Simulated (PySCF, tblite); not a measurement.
# C₄H₉PSi₂: geometry, infrared bands and NMR shifts

Wanted: the infrared bands and NMR shifts of C₄H₉PSi₂ (`C=C[Si@H](P)C#C[SiH3]`), by calculation.

The runs use tblite 0.8.0 and PySCF 2.14.0, with density-fitted response routines of our own; the level of theory stands in each step. All values are computed, except where a source is named. Atoms are numbered from 0 throughout.

**1. Starting geometry**

16 atoms, charge 0, multiplicity 1; geometry from: force field or distance geometry start.

Bonds of the start (Å): C0–C1 1.34, C1–Si2 1.84, Si2–P3 2.22, Si2–C4 1.82, C4–C5 1.20, C5–Si6 1.84, C0–H7 1.07, C0–H8 1.10, C1–H9 1.07, Si2–H10 1.48, P3–H11 1.46, P3–H12 1.48, Si6–H13 1.48, Si6–H14 1.48, Si6–H15 1.45.

**2. Relaxing the molecule with GFN2-xTB**

What the job is given:

```
{"job": {"kind": "relax", "xc": "GFN2-xTB", "basis": "xTB"}, "charge": 0, "multiplicity": 1}
C     -1.147900    -2.632000    -0.060300
C     -1.472800    -1.517700    -0.736800
Si    -1.320100     0.065600     0.187400
P     -2.210100     1.773000    -0.913400
C      0.434100     0.418500     0.520400
C      1.600600     0.642100     0.709700
Si     3.381500     0.994100     0.985500
H     -1.190900    -3.617000    -0.477000
H     -0.827300    -2.573900     0.993800
H     -1.796100    -1.515500    -1.754600
H     -2.095000    -0.094200     1.436600
H     -1.373400     2.931800    -0.608800
H     -3.532000     2.000800    -0.282200
H      3.592700     1.855700     2.165400
H      4.032700    -0.292200     1.318000
H      3.916300     1.569900    -0.227700
```

On the command line:

```console
$ OMP_NUM_THREADS=1 python probes_run.py task.json out
```

One launch serves the whole session: the jobs run in the order shown.

**Question.** This job is followed by: GFN2-xTB harmonic vibrations, gas phase; GIAO PBE0/pcSseg-1 NMR shielding, non-relativistic, gas phase. Predict these results of the whole session: strongest single infrared mode (GFN2-xTB); zero-point energy (GFN2-xTB); ¹³C shifts against TMS (PBE0/pcSseg-1); ¹H shifts against TMS (PBE0/pcSseg-1, means over atoms taken as alike); ²⁹Si shifts against TMS (PBE0/pcSseg-1); ³¹P shifts against H3PO4 (PBE0/pcSseg-1).

**Answer**, as computed:

```
                                                              quantity                                   value
                             strongest single infrared mode (GFN2-xTB)                    785 cm⁻¹, 444 km/mol
                                          zero-point energy (GFN2-xTB)                           62.9 kcal/mol
                                ¹³C shifts against TMS (PBE0/pcSseg-1)          147.4, 140.3, 120.1, 114.4 ppm
¹H shifts against TMS (PBE0/pcSseg-1, means over atoms taken as alike)  6.73, 6.33, 6.28, 5.36, 4.23, 1.26 ppm
                               ²⁹Si shifts against TMS (PBE0/pcSseg-1)                        -57.6, -99.2 ppm
                              ³¹P shifts against H3PO4 (PBE0/pcSseg-1)                              -293.3 ppm
```

What this shows: Over 85 steps the energy fell by 0.620 eV; of the close pairs, P3–H12 changed most, 1.482 to 1.384 Å. The lowest mode is imaginary (22i cm⁻¹), so the xTB geometry is not a minimum. Unscaled tight-binding wavenumbers are off by several per cent, some by more. Its intensities can rank the bands wrongly. C0 (terminal =CH2 carbon) lies farthest downfield among carbon, at 147.4 ppm; as expected for a trigonal carbon in a double bond. At PBE0/pcSseg-1: The widest tensor belongs to C4: span 303 ppm, with a paramagnetic part of -200 ppm.
